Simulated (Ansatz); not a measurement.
**Time against size: r2SCAN, supercells of GaAs, on Xeon 6975P-C cores, threads left to the program**

The runs below are of Ansatz 0.2.0 on an Intel Xeon 6975P-C node (Granite Rapids, 96 cores, 192 hardware threads, 360 GiB), one at a time and with no other job on the machine; times are wall-clock times from launch to exit. Times and memory are rounded to two significant figures, and ratios are formed from the unrounded values. A row is a single run, so small differences between rows aren't established. System services beside the runs took up to 3 cores (rounded up). Precision is the program's default, which can work at lower precision in parts of a run.

The smallest member is a 2×2×1 supercell of GaAs (F-43m), atoms displaced at random by about 0.04 Å along each cell vector. Its input:

```yaml
crystal:
  lattice:
    - [0.000000, 5.750182, 5.750182]
    - [5.750182, 0.000000, 5.750182]
    - [2.875091, 2.875091, 0.000000]
  atoms:
    - { symbol: Ga, position: [0.011501, -0.003260, 0.003885] }
    - { symbol: As, position: [0.125721, 0.129108, 0.236206] }
    - { symbol: Ga, position: [-0.002040, 0.496304, -0.010572] }
    - { symbol: As, position: [0.120849, 0.622479, 0.247179] }
    - { symbol: Ga, position: [0.495540, 0.002076, -0.005386] }
    - { symbol: As, position: [0.609270, 0.130857, 0.246145] }
    - { symbol: Ga, position: [0.496344, 0.501320, 0.002262] }
    - { symbol: As, position: [0.625260, 0.620797, 0.251885] }
kpoints:
  mp_grid: { grid: [3, 3, 6] }
hamiltonian:
  xc: r2scan
  pseudopotentials: { azcp: { folder: soft_1 } }
scf:
  occupations: { method: fermi_dirac, width: 0.1 }
output: { forces: true }
```

The program chose a cutoff of 500 eV. The folder soft_1 holds one of the program's own sets of PAW files, generated with PBE and used with every functional where the input names it. For this functional the program regenerates the frozen cores at set-up.

Command, without the flags for output files and display:

```bash
ansatz run input.yaml --backend cpu
```

| atoms | electrons | k mesh | k points | plane waves | dense FFT grid | bands at the start | SCF iterations | threads | wall time | SCF clock | outside it | host memory (GiB) | remarks |
| --- | --- | --- | --- | --- | --- | --- | --- | --- | --- | --- | --- | --- | --- |
| 8 | 112 | 3×3×6 | 28 | 4817 | 60×60×30 | 64 | 10 | 96 | 1.3 s | 1.0 s | 0.28 s | 3.4 |  |
| 16 | 224 | 3×3×3 | 14 | 9577 | 60×60×60 | 128 | 10 | 96 | 2.3 s | 2.0 s | 0.31 s | 5.6 |  |
| 36 | 504 | 2×2×3 | 8 | 21769 | 90×90×60 | 288 | 10 | 96 | 5.6 s | 5.1 s | 0.51 s | 12 |  |
| 72 | 1008 | 2×2×2 | 8 | 43485 | 120×90×90 | 576 | 10 | 96 | 20 s | 19 s | 0.75 s | 45 | workers unbound |
| 200 | 2800 | 2×2×2 | 8 | 120683 | 150×150×120 | 1600 | 11 | 96 | 3.4 min | 3.4 min | 2.8 s | 220 | host 220 of 360 GiB; slots 7→5; workers unbound |
| 360 | 5040 | 1×1×2 | 2 | 217295 | 180×180×150 | 2880 | 11 | 96 | 4.3 min | 4.2 min | 4.3 s | 240 | host 238 of 360 GiB; workers unbound |

The SCF clock is the program's own. It runs from the start of the first SCF loop to the final result and holds forces, stress, later SCFs and response steps. Outside it lie start-up, exit and the set-up ahead of the first loop, which depends on the cell and the method.

«slots a→b»: to fit the memory the program cut the eigensolver solves (one k point and spin each) that it holds at once from a to b, which trades time for memory. «card a of b GiB» or «host a of b GiB»: the run took three quarters or more of a card's memory (or the program reckoned to fill 85 % of what was free), or 60 % or more of the host memory that it had. The program fits its work to the free memory, so such a run may be limited by memory even where its log doesn't say so. «workers unbound»: the program didn't bind its workers to cores in this run. Rows whose remarks tell of memory aren't like for like with rows without.

The number of k points changes along the series, so the time doesn't follow the size alone.

Of the smallest member's 1.3 s, 0.28 s lies outside the SCF clock, so the wall time grows less with size than the clocked work: from 8 to 72 atoms the wall time changes by a factor of 16, and the time on the SCF clock by 19. The smallest member has under 2 s on the SCF clock, so these factors are rough.

Task: How long does the member with 128 atoms take (2×2×2 mesh, 8 k points, 77233 plane waves, 1024 bands)?

Result: 67 s, in 10 SCF iterations, with 130 GiB of host memory. Remarks: workers unbound.
